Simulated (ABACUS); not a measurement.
A run of ABACUS 3.10.1 is set up as follows.

INPUT

```
INPUT_PARAMETERS
suffix              Ir
calculation         scf
basis_type          lcao
pseudo_dir          ./
orbital_dir         ./
symmetry            1
dft_functional      pz
ecutwfc             100
pseudo_rcut         7
nspin               1
nbands              52
ks_solver           genelpa
smearing_method     fd
smearing_sigma      0.00367493
scf_thr             1e-06
scf_nmax            100
mixing_type         broyden
mixing_beta         0.3
cal_force           1
out_mul             1
mixing_ndim         12
out_chg             1
out_pot             2
out_elf             1
```

STRU

```
ATOMIC_SPECIES
Ir 192.2170 Ir_ONCV_PBE-1.2.upf

NUMERICAL_ORBITAL
Ir_confined-atom_7au_3s2p2d1f.orb

LATTICE_CONSTANT
1.8897261246

LATTICE_VECTORS
2.7148657757 0.0000000000 0.0000000000
-1.3574328878 2.3511427296 0.0000000000
0.0000000000 0.0000000000 23.8667144941

ATOMIC_POSITIONS
Direct

Ir
0.0
5
0.6666666667 0.3333333333 0.3142451803 1 1 1
0.3333333333 0.6666666667 0.4071225902 1 1 1
0.0000000000 0.0000000000 0.5000000000 1 1 1
0.6666666667 0.3333333333 0.5928774098 1 1 1
0.3333333333 0.6666666667 0.6857548197 1 1 1
```

The input KPT:

```
K_POINTS
0
Gamma
11 11 1 0 0 0
```

Potentials or basis: SG15 ONCV 1.2 PBE, DZP LCAO (the cutoffs set its grid).

Launch:

```console
$ OMP_NUM_THREADS=1 mpirun -np 4 abacus > log
```

**Question.** What does it give for the band gap on the k mesh?

**Answer.** None (metal or under the smearing width).

**Question.** Estimate the work function of the upper face.

**Answer.** 5.38 eV.

Forces in eV/Å, atoms in the order of the input:
```
Ir   0.000  0.000  0.557
Ir   0.000  0.000 -0.266
Ir   0.000  0.000  0.000
Ir   0.000  0.000  0.266
Ir   0.000  0.000 -0.557
```

Caveat: the atomic orbitals were generated for these runs and aren't a published set; confined orbitals describe the vacuum poorly, which shifts work functions; the potentials were made for another functional, which shifts forces and pressure; the basis of atomic orbitals isn't converged, which shifts pressures, moduli and gaps. The run has no spin-orbit coupling, so splittings on Ir are missing.
